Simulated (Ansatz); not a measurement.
Consider vertical spin-state energies of C2H4AlClGe, SMILES Cl[C]1=[CH][GeH2][AlH]1 (the Python package of Ansatz (0.2.0)).

The script, `spin_c2h4alclge.py`:
```python
import ansatz as az

config = {
    "basis": "cc-pVDZ",
    "functional": "cam_b3lyp",
}


def main() -> None:
    geometry = (
        az.Crystal.molecule()
        .atom("Cl", [1.4942, 1.6701, 2.0031])
        .atom("C", [0.6566, 0.7288, 0.7697])
        .atom("C", [1.1662, -0.0634, -0.2343])
        .atom("Ge", [-0.3533, -0.966, -0.7761])
        .atom("Al", [-1.2782, 0.7548, 0.2519])
        .atom("H", [2.23, -0.2782, -0.4665])
        .atom("H", [-0.5873, -0.9826, -2.3071])
        .atom("H", [-0.568, -2.3084, -0.0369])
        .atom("H", [-2.6716, 1.3986, 0.7791])
    )

    job = (
        geometry.calculation()
        .basis(gaussian=config["basis"])
        .functional(config["functional"])
    )
    found = {}
    for unpaired in [0, 2]:
        summary = job.spin("collinear", total=unpaired).run(threads=1, pin="off").report
        s = unpaired / 2
        found[unpaired] = summary["free_energy_ev"]
        print(f"2S+1 = {unpaired + 1}: E = {found[unpaired]:.5f} eV, <S^2> = {abs(summary['mean_field']['state']['spin_squared']):.3f} (pure state {s * (s + 1):.2f})")
    lowest = min(found, key=found.get)
    for unpaired, e in found.items():
        print(f"multiplicity {unpaired + 1}: {(e - found[lowest]):.3f} eV above the lowest")


if __name__ == "__main__":
    main()
```

Which spin state is lowest at this geometry, and how far above lie the others?

In order: multiplicity 1 (+0.00 eV) and multiplicity 3 (+3.27 eV), all at the one geometry.

The run itself:

`python spin_c2h4alclge.py` gives:
```text
2S+1 = 1: E = -77776.19497 eV, <S^2> = 0.000 (pure state 0.00)
2S+1 = 3: E = -77772.92310 eV, <S^2> = 2.015 (pure state 2.00)
multiplicity 1: 0.000 eV above the lowest
multiplicity 3: 3.272 eV above the lowest
```

Caveats:
- Total energies depend on the basis set; only differences at equal settings carry meaning.
- The geometry is a force-field or estimated start, not a minimum of this method, and the basis set is short of its limit. All parts are taken at fixed geometry, without zero-point energy.
- Wall time of the script: 42 s on 1 thread of Intel(R) Xeon(R) Platinum 8375C CPU @ 2.90GHz (Ice Lake), with other jobs on the host, peak memory 0.56 GiB.

(Lines on the test bed's own set-up are left out of the output.)
